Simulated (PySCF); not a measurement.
# Solver options tried on PbI

Do solver options change the result for PbI, or only the number of cycles?

The runs use PySCF 2.14.0; each script names its method and basis.

6 further runs of the same task are left out: 3 for a known fault of the program, 3 that didn't finish.

## 1. Starting geometry

PbI: 2 atoms, charge 0, spin multiplicity 2.

Bond lengths: Pb1–I2 2.705 Å.

## 2. Base script

input.py reads:

```python
from pyscf import gto, dft

mol = gto.M(
    atom='Pb 0 0 0; I 0 0 2.705',
    basis='sbkjc',
    ecp={'Pb': 'sbkjc', 'I': 'sbkjc'},
    charge=0,
    spin=1,
    verbose=4,
)
mf = dft.UKS(mol, xc='m06')
mf.kernel()
mf.dip_moment()
print('orbital energies (hartree):', [e[max(0, n-3):n+3].round(4) for e, n in zip(mf.mo_energy, mol.nelec)])
```

Launch:

```bash
$ OMP_NUM_THREADS=1 python input.py
```

The log of this run is left out.

It gives: E(SCF) = -14.923891 Eh, 13 cycles, ⟨S²⟩ = 0.750, μ = 2.64 D.

The bond length is a typed value, not an optimised one.

## 3. Second-order solver on

Variant 1 changes second-order solver: off → on.

input.py reads:

```python
from pyscf import gto, dft

mol = gto.M(
    atom='Pb 0 0 0; I 0 0 2.705',
    basis='sbkjc',
    ecp={'Pb': 'sbkjc', 'I': 'sbkjc'},
    charge=0,
    spin=1,
    verbose=4,
)
mf = dft.UKS(mol, xc='m06')
mf = mf.newton()
mf.kernel()
mf.dip_moment()
print('orbital energies (hartree):', [e[max(0, n-3):n+3].round(4) for e, n in zip(mf.mo_energy, mol.nelec)])
```

Launch:

```bash
$ OMP_NUM_THREADS=1 python input.py
```

## 4. Smearing width 0.2 hartree

Variant 2 changes smearing width: none → 0.2 hartree.

Edit input.py of step 2 so:

```diff
@@ -1,2 +1,2 @@
-from pyscf import gto, dft
+from pyscf import gto, dft, scf
 
@@ -11,2 +11,3 @@
 mf = dft.UKS(mol, xc='m06')
+mf = scf.addons.smearing_(mf, sigma=0.2, method='fermi')
 mf.kernel()
```

## 5. Cycle limit 200

Variant 3 changes cycle limit: 50 → 200.

Edit input.py of step 2 so:

```diff
@@ -11,2 +11,3 @@
 mf = dft.UKS(mol, xc='m06')
+mf.max_cycle = 200
 mf.kernel()
```

Q: Predict the outcome of this session. Wanted: for each run, E(SCF); from base; gap, α spin; SCF dipole.

As calculated:

| run | E(SCF) (hartree) | from base (eV) | cycles | gap, α spin (eV) | SCF dipole (D) |
| --- | --- | --- | --- | --- | --- |
| base | -14.923891 | 0 | 13 | 1.43 | 2.64 |
| second-order solver on | -14.923892 | 0.0000 | 4 macro | 1.43 | 2.64 |
| smearing width 0.2 hartree (poor choice) | -13.779998 | not comparable | 17 | n/a | 6.68 |
| cycle limit 200 | -14.923891 | 0.0000 | 13 | 1.43 | 2.64 |

Distance from each run's final energy (log10 hartree) by cycle:

| run | cycle 1 | cycle 2 | cycle 3 | cycle 5 | cycle 8 | cycle 12 |
| --- | --- | --- | --- | --- | --- | --- |
| base | -1.5 | -1.8 | -2.6 | -6.2 | -8.1 | -8.6 |
| second-order solver on | -5.2 | -7.0 | < -11 | done | done | done |
| smearing width 0.2 hartree (poor choice) | -0.2 | -1.8 | -2.7 | -3.1 | -6.5 | -8.4 |
| cycle limit 200 | -1.5 | -1.8 | -2.6 | -6.2 | -8.1 | -8.6 |

In words: No change of the SCF energy comes from second-order solver on or cycle limit 200. Rows marked «poor choice» come from settings spoiled on purpose.
